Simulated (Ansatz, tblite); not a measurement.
**The cluster Al8As7H22−: one state, many levels**

One table from this session's results is given with a row withheld; the runs are named, their logs left out.

Method: as each input shows; program: Ansatz 0.2.0, Gaussian basis.

Levels to be run: GFN1-xTB, GFN2-xTB, PBE-D4/def2-TZVP, r2SCAN-D4/def2-TZVP, revPBE-D4/def2-TZVP, B97M-V/def2-TZVP, BLYP-D4/def2-TZVP, PBE-D4/def2-SVP, PBE0-D4/def2-SVP, HF/STO-3G, MP2/def2-SVP, RPA/def2-SVP.

### The structure

The geometry is that of the singlet, from an earlier relaxation (PBE-D4/def2-SVP).

37 atoms, charge -1, spin multiplicity 1.

Bond lengths: As1–Al2 2.557 Å, As1–Al3 2.522 Å, As1–H16 1.530 Å, As1–H17 1.528 Å, Al2–As5 2.497 Å, Al2–H18 1.611 Å, Al2–H19 1.609 Å, Al3–As4 2.489 Å, Al3–As11 2.466 Å, Al3–H20 1.603 Å, As4–Al6 2.520 Å, As4–Al7 2.489 Å, As4–H21 1.528 Å, As5–Al6 2.479 Å, As5–Al12 2.520 Å, As5–H22 1.530 Å, Al6–As9 2.479 Å, Al6–H23 1.603 Å and more. Angles: Al2–As1–Al3 123.0°, Al2–As1–H16 110.1°, Al2–As1–H17 110.5°, Al3–As1–H16 108.5°, Al3–As1–H17 105.0°, H16–As1–H17 96.5°, As1–Al2–As5 94.1°, As1–Al2–H18 104.0°, As1–Al2–H19 107.6°, As5–Al2–H18 113.1°, As5–Al2–H19 113.8°, H18–Al2–H19 120.1°, As1–Al3–As4 104.3°, As1–Al3–As11 103.1°, As1–Al3–H20 111.3°, As4–Al3–As11 101.7°, As4–Al3–H20 115.0°, As11–Al3–H20 119.6° and more.

The ion is computed in the gas phase, without counter-ions or solvent.

PBE0-D4/def2-TZVP was run before; its log isn't repeated, and its numbers join the tables.

Set-up of the first run:

Tight binding, by tblite at 300 K electronic temperature and without a spin-polarisation term:

```python
tblite.interface.Calculator('GFN1-xTB', numbers, positions, charge=-1, uhf=0).singlepoint()
```

Tight binding, by tblite at 300 K electronic temperature and without a spin-polarisation term:

```python
tblite.interface.Calculator('GFN2-xTB', numbers, positions, charge=-1, uhf=0).singlepoint()
```

start.molden holds the orbitals of an earlier run on this state, given as this run's starting guess.

Input file in.yaml:

```yaml
crystal:
  periodic: [false, false, false]
  atoms:
    - {symbol: As, position_ang: [0.759334, -4.125419, -0.934175]}
    - {symbol: Al, position_ang: [0.367894, -4.383882, 1.579706]}
    - {symbol: Al, position_ang: [0.718471, -1.893479, -2.106668]}
    - {symbol: As, position_ang: [-1.219663, -0.704023, -1.094972]}
    - {symbol: As, position_ang: [0.722305, -1.960686, 2.067381]}
    - {symbol: Al, position_ang: [-1.363210, -0.786867, 1.419404]}
    - {symbol: Al, position_ang: [-1.277549, 1.569077, -2.107231]}
    - {symbol: As, position_ang: [-3.188992, 2.724761, -0.937255]}
    - {symbol: As, position_ang: [-1.338918, 1.606273, 2.066632]}
    - {symbol: Al, position_ang: [-3.615899, 2.505722, 1.574441]}
    - {symbol: As, position_ang: [2.624224, -0.696509, -1.097989]}
    - {symbol: Al, position_ang: [3.007238, -1.169887, 1.355649]}
    - {symbol: Al, position_ang: [2.810002, 1.619876, -2.067505]}
    - {symbol: As, position_ang: [0.712260, 2.619203, -1.097359]}
    - {symbol: Al, position_ang: [0.487554, 3.190915, 1.355023]}
    - {symbol: H, position_ang: [-0.133773, -5.096102, -1.708683]}
    - {symbol: H, position_ang: [2.090755, -4.757676, -1.336163]}
    - {symbol: H, position_ang: [-1.175724, -4.832553, 1.688963]}
    - {symbol: H, position_ang: [1.528070, -5.338454, 2.156046]}
    - {symbol: H, position_ang: [0.649169, -2.072481, -3.698299]}
    - {symbol: H, position_ang: [-2.462119, -1.421306, -1.619591]}
    - {symbol: H, position_ang: [0.700158, -1.874977, 3.594471]}
    - {symbol: H, position_ang: [-2.694885, -1.556876, 1.871702]}
    - {symbol: H, position_ang: [-1.466116, 1.597353, -3.699021]}
    - {symbol: H, position_ang: [-4.475525, 2.446022, -1.716030]}
    - {symbol: H, position_ang: [-3.061872, 4.194533, -1.333874]}
    - {symbol: H, position_ang: [-1.277488, 1.545859, 3.593897]}
    - {symbol: H, position_ang: [-4.774034, 1.389956, 1.676545]}
    - {symbol: H, position_ang: [-3.868120, 3.985517, 2.154688]}
    - {symbol: H, position_ang: [3.778615, -1.441249, -1.773068]}
    - {symbol: H, position_ang: [3.976433, -2.458350, 1.409336]}
    - {symbol: H, position_ang: [3.393153, 0.176770, 2.133745]}
    - {symbol: H, position_ang: [2.620938, 1.511865, -3.665857]}
    - {symbol: H, position_ang: [4.103287, 2.365573, -1.470640]}
    - {symbol: H, position_ang: [0.646140, 3.990655, -1.773909]}
    - {symbol: H, position_ang: [1.845719, 2.857609, 2.137644]}
    - {symbol: H, position_ang: [-0.147840, 4.673247, 1.403015]}
basis:
  gaussian: {orbitals: def2-TZVP, fitting: {mean_field: def2-universal-jkfit}, initial_orbitals: start.molden}
total_charge: -1
hamiltonian: {xc: pbe, dispersion: d4}
scf: {omitted_lower_state_checks: [starts]}
output: {forces: true, orbitals: {seedname: orbitals}}
```

Run with:

```bash
ansatz run in.yaml --threads 2 --pin off --events-out ev --progress --plain --max-ram 32768MiB --backend cuda --devices 0, --max-vram 18GiB
```

Steps of the session up to this table: PBE-D4/def2-TZVP; r2SCAN-D4/def2-TZVP; revPBE-D4/def2-TZVP; B97M-V/def2-TZVP; BLYP-D4/def2-TZVP; PBE-D4/def2-SVP; PBE0-D4/def2-SVP; HF/STO-3G; MP2/def2-SVP; RPA/def2-SVP.

One of the session's tables, all rows but one given; the rest of the session is left out.

It belongs to the step «Levels side by side». 

| level | HOMO (eV) | LUMO (eV) | gap (eV) |
| --- | --- | --- | --- |
| HF/STO-3G | ? | ? | ? |
| PBE-D4/def2-SVP | -3.28 | 0.65 | 3.93 |
| PBE-D4/def2-TZVP | -3.34 | 0.52 | 3.85 |
| revPBE-D4/def2-TZVP | -3.30 | 0.61 | 3.91 |
| BLYP-D4/def2-TZVP | -3.19 | 0.71 | 3.90 |
| r2SCAN-D4/def2-TZVP | -3.59 | 0.67 | 4.26 |
| B97M-V/def2-TZVP | -3.77 | 0.45 | 4.22 |
| PBE0-D4/def2-SVP | -4.30 | 1.33 | 5.64 |
| PBE0-D4/def2-TZVP | -4.32 | 1.22 | 5.54 |

**Question.** Estimate the row for HF/STO-3G.

The run gave: HOMO (eV): -3.18; LUMO (eV): 11.96; gap (eV): 15.14. In the column «HOMO (eV)» it is the highest.
